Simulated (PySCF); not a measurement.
# H7NP2Si: the cost of one run

Programs: PySCF 2.14.0, with density-fitted response routines of our own. Each step states its level of theory. These are calculated values for one molecule in the gas phase, unless marked as measured. Atoms are numbered from 0 throughout.

### 1 Starting geometry

11 atoms, charge 0, multiplicity 1; geometry from: PBE0-D3(BJ)/def2-SVP.

Bonds of the start (Å): N0–Si1 1.73, Si1–P2 2.26, Si1–P3 2.26, N0–H4 1.01, N0–H5 1.02, Si1–H6 1.50, P2–H7 1.43, P2–H8 1.43, P3–H9 1.43, P3–H10 1.43.

### 2 Core-electron binding energies: SCAN, X2C

What the job is given:

```
{"job": {"kind": "xps"}, "charge": 0, "multiplicity": 1}
N     -0.541974    -1.230811     0.997154
Si    -0.223179    -0.304593    -0.430528
P      2.025760    -0.081035    -0.524755
P     -1.279026     1.695223    -0.349712
H     -1.496619    -1.341563     1.321617
H      0.000163    -2.071624     1.172236
H     -0.628527    -0.919464    -1.740918
H      1.978814     0.731952    -1.698379
H      2.062662     1.030577     0.372103
H     -2.575440     1.120834    -0.149671
H     -1.031437     1.848363     1.049845
```

Method: delta-SCF UKS SCAN, pcX-2 on the ionised atom, pcseg-1 elsewhere, spin-free X2C.

Command:

```
OMP_NUM_THREADS=1 python probes_run.py task.json out
```

The driver reads the jobs from task.json and runs them one after another.

**Question.** How long does this first job take on 1 thread of Arm Neoverse N1, shared host, and how much memory does it need?

About 43 s, with a peak of 0.52 GiB.
